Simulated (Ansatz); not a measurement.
I need a rigid scan of one bond length of ClH₂Sb, SMILES [Cl][SbH2]. Use the Python package of Ansatz (0.2.0). Level of theory (for the species named): PBE0, def2-TZVP basis, multiplicity 1.

```yaml
atoms:
  - { symbol: Cl, position_ang: [-1.7638, 0.2495, -0.5986] }
  - { symbol: Sb, position_ang: [0.5196, -0.2768, -0.5998] }
  - { symbol: H, position_ang: [0.3040, -1.2172, 0.8610] }
  - { symbol: H, position_ang: [0.9958, 1.1842, 0.3171] }
```

The script, `scan_clh2sb.py`:
```python
"""Potential curve of ClH2Sb along one bond."""

import warnings

import ansatz as az
import numpy as np

GEOMETRY = """
Cl   -1.76380    0.24950   -0.59860
Sb    0.51960   -0.27680   -0.59980
H     0.30400   -1.21720    0.86100
H     0.99580    1.18420    0.31710
"""


def main() -> None:
    warnings.simplefilter("ignore", az.DeckWarning)

    mol = az.Crystal.molecule()
    for line in GEOMETRY.strip().splitlines():
        symbol, *xyz = line.split()
        mol = mol.atom(symbol, [float(v) for v in xyz])

    symbols = [site.symbol for site in mol.cartesian_sites]
    start = np.array([site.position_ang for site in mol.cartesian_sites])
    axis = (start[2] - start[1]) / np.linalg.norm(start[2] - start[1])
    moving = [2]
    lengths, energies = [1.49, 1.61, 1.75, 1.93, 2.19, 2.63, 3.15, 3.85], []
    for length in lengths:
        xyz = start.copy()
        xyz[moving] += (length - np.linalg.norm(start[2] - start[1])) * axis
        point = az.Crystal.molecule()
        for symbol, place in zip(symbols, xyz):
            point = point.atom(symbol, place.tolist())
        model = (
            point.calculation()
            .basis(gaussian="def2-TZVP")
            .functional("pbe0")
            .spin("collinear")
        )
        report = model.run(threads=1, pin="off").report
        energies.append(report["free_energy_ev"])
        print(f"r = {length:6.3f} A  E = {energies[-1]:.5f} eV  <S^2> = {abs(report['mean_field']['state']['spin_squared']):.3f}")

    print("energy above the lowest point (eV):", [round(e - min(energies), 3) for e in energies])


if __name__ == "__main__":
    main()
```

Running `python scan_clh2sb.py` prints:
```text
r =  1.490 A  E = -19089.35270 eV  <S^2> = 0.000
r =  1.610 A  E = -19089.74870 eV  <S^2> = 0.000
r =  1.750 A  E = -19089.82205 eV  <S^2> = 0.000
r =  1.930 A  E = -19089.57950 eV  <S^2> = 0.000
r =  2.190 A  E = -19088.94875 eV  <S^2> = 0.000
r =  2.630 A  E = -19087.80858 eV  <S^2> = 0.219
r =  3.150 A  E = -19087.22561 eV  <S^2> = 0.822
r =  3.850 A  E = -19087.06542 eV  <S^2> = 0.982
energy above the lowest point (eV): [0.469, 0.073, 0.0, 0.243, 0.873, 2.013, 2.596, 2.757]
```

What to keep in mind:
- Total energies depend on the basis set; only differences at equal settings carry meaning.
- The rest of the molecule is held rigid at a force-field or estimated start geometry, and the basis set is modest; single-reference methods fail as a bond breaks.
- def2 sets replace the cores of elements past krypton by effective core potentials.
- The expectation value of S² is noticeably off S(S+1) in at least one run, so that state is spin-contaminated.
- Wall time of the script: 45 s on 1 thread of Arm Neoverse V1, with other jobs on the host, peak memory 0.35 GiB.
